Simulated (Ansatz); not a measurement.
**C₂H₅AlO: up Jacob's ladder to CCSD(T)**

The task here is to estimate one member of a computed series from the others.

Program: Ansatz 0.2.0, Gaussian basis. Level of theory: functionals in def2-TZVPP, the program's frozen cores in correlated methods. These are calculated values, not measurements.

Levels to be run: LDA (SPW92), PBE-D4, revPBE-D4, BLYP-D4, r2SCAN-D4, B97M-V, PBE0-D4, B3LYP-D4, r2SCANh-D4, r2SCAN0-D4, HSE06-D4, BHLYP-D4, CAM-B3LYP-D4, LC-ωPBE, ωB97X-V, ωB97M-V, B2PLYP, PBE-QIDH; CCSD(T)/def2-SVP; CCSD(T)/def2-TZVPP; MP2/def2-QZVPP; extrapolation to the limit; RPA on PBE.

## The relaxed structure

The geometry comes from an earlier relaxation with PBE0-D4 in a triple-zeta def2 set; it is a stationary point, not always the lowest conformer.

9 atoms, charge 0, spin multiplicity 1.

Atoms are counted from 1 here; the program's logs count them from 0.

Bond lengths: C1–C2 1.474 Å, C1–H5 1.092 Å, C1–H6 1.094 Å, C1–H7 1.094 Å, C2–O3 1.260 Å, C2–Al4 1.940 Å, O3–Al4 1.933 Å, Al4–H8 1.581 Å, Al4–H9 1.581 Å. Angles: C2–C1–H5 112.3°, C2–C1–H6 108.6°, C2–C1–H7 108.5°, H5–C1–H6 110.7°, H5–C1–H7 110.6°, H6–C1–H7 105.9°, C1–C2–O3 120.3°, C1–C2–Al4 169.0°, O3–C2–Al4 70.7°, C2–O3–Al4 71.3°, C2–Al4–O3 38.0°, C2–Al4–H8 117.3°, C2–Al4–H9 117.3°, O3–Al4–H8 113.0°, O3–Al4–H9 113.1°, H8–Al4–H9 125.1°.

Set-up of the first run:

Contents of in.yaml:

```yaml
crystal:
  periodic: [false, false, false]
  atoms:
    - {symbol: C, position_ang: [0.570684, 1.345401, -0.537125]}
    - {symbol: C, position_ang: [0.076226, 0.038768, -0.066281]}
    - {symbol: O, position_ang: [0.533642, -1.027600, -0.557004]}
    - {symbol: Al, position_ang: [-0.791750, -1.478892, 0.775605]}
    - {symbol: H, position_ang: [1.337868, 1.245396, -1.308471]}
    - {symbol: H, position_ang: [0.956621, 1.903294, 0.321518]}
    - {symbol: H, position_ang: [-0.279288, 1.924010, -0.912083]}
    - {symbol: H, position_ang: [-0.158460, -2.024734, 2.117127]}
    - {symbol: H, position_ang: [-2.156945, -1.971942, 0.149615]}
basis:
  gaussian: {orbitals: def2-TZVPP}
hamiltonian: {xc: lda}
output: {orbitals: {seedname: orbitals}}
```

The run is started by

```console
$ ansatz run in.yaml --threads 2 --pin off --events-out ev --progress --plain --max-ram 4352MiB
```

Among the steps run: LDA; PBE-D4 (GGA); revPBE-D4 (GGA); BLYP-D4 (GGA); r2SCAN-D4 (meta-GGA); B97M-V (meta-GGA); B3LYP-D4 (hybrid); r2SCANh-D4 (hybrid); r2SCAN0-D4 (hybrid); HSE06-D4 (hybrid); BHLYP-D4 (hybrid); CAM-B3LYP-D4 (range-separated); LC-ωPBE (range-separated); ωB97X-V (range-separated); ωB97M-V (range-separated); B2PLYP (double hybrid); PBE-QIDH (double hybrid).

One table of the session follows, with a row left open; its other results are not shown here.

It belongs to the step «Orbital energies across the functionals». 

| functional | HOMO (eV) | gap (eV) |
| --- | --- | --- |
| LDA (SPW92) | -6.00 | 3.02 |
| PBE-D4 | -5.86 | 3.12 |
| revPBE-D4 | -5.80 | 3.15 |
| BLYP-D4 | -5.77 | 3.19 |
| r2SCAN-D4 | -6.10 | 3.60 |
| B97M-V | -6.25 | 3.87 |
| PBE0-D4 | -7.20 | 5.67 |
| B3LYP-D4 | -7.01 | 5.23 |
| r2SCANh-D4 | -6.60 | 4.55 |
| r2SCAN0-D4 | -7.37 | 5.97 |
| HSE06-D4 | -6.79 | 4.87 |
| BHLYP-D4 | -8.52 | 8.32 |
| CAM-B3LYP-D4 | -8.64 | 8.39 |
| LC-ωPBE | -9.97 | 10.97 |
| ωB97X-V | ? | ? |
| ωB97M-V | -9.51 | 10.33 |

**Question.** Estimate the row for ωB97X-V.

The run gave: HOMO (eV): -9.63; gap (eV): 10.54. In the column «HOMO (eV)» it lies between LC-ωPBE (-9.97) and ωB97M-V (-9.51).
